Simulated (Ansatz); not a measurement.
# ClGaH2O: the cost of one run

Method: RHF/def2-SVP, in Ansatz 0.2.0.

### 1 The structure to begin with

Bond lengths: Ga1–O2 1.790 Å, O2–H3 1.010 Å, Ga1–H4 1.570 Å, Ga1–Cl5 2.240 Å. Angles: Ga1–O2–H3 109.5°, O2–Ga1–H4 120.0°, O2–Ga1–Cl5 120.0°, H4–Ga1–Cl5 120.0°.

Structure file:

```xyz
5

Ga    0.0000    0.0000    0.0000
O     0.0000    0.0000    1.7900
H    -0.9095   -0.2814    2.1271
H     1.3596    0.0000   -0.7850
Cl   -1.9398    0.0000   -1.1200
```

### 2 Relaxing the start

input.yaml reads:

```yaml
crystal:
  periodic: [false, false, false]
  atoms:
    - { symbol: Ga, position_ang: [0.0, 0.0, 0.0] }
    - { symbol: O, position_ang: [0.0, 0.0, 1.79] }
    - { symbol: H, position_ang: [-0.9095, -0.2814, 2.1271] }
    - { symbol: H, position_ang: [1.3596, 0.0, -0.785] }
    - { symbol: Cl, position_ang: [-1.9398, 0.0, -1.12] }
basis:
  gaussian: { orbitals: def2-SVP }
hamiltonian:
  xc: hf
relax:
  f_tol: 0.02
  max_steps: 40
```

The run is started by

```sh
> ansatz run input.yaml --threads 1 --pin off --max-ram 2048MiB --backend cpu --events-out ev --progress --plain --runs-dir out
```

**Question.** How long does this run take on 1 thread of Intel Xeon Platinum 8259CL at 2.50GHz (Skylake/Cascade Lake), shared host, and how much memory does it need?

About 21 s, with a peak of 0.15 GiB.
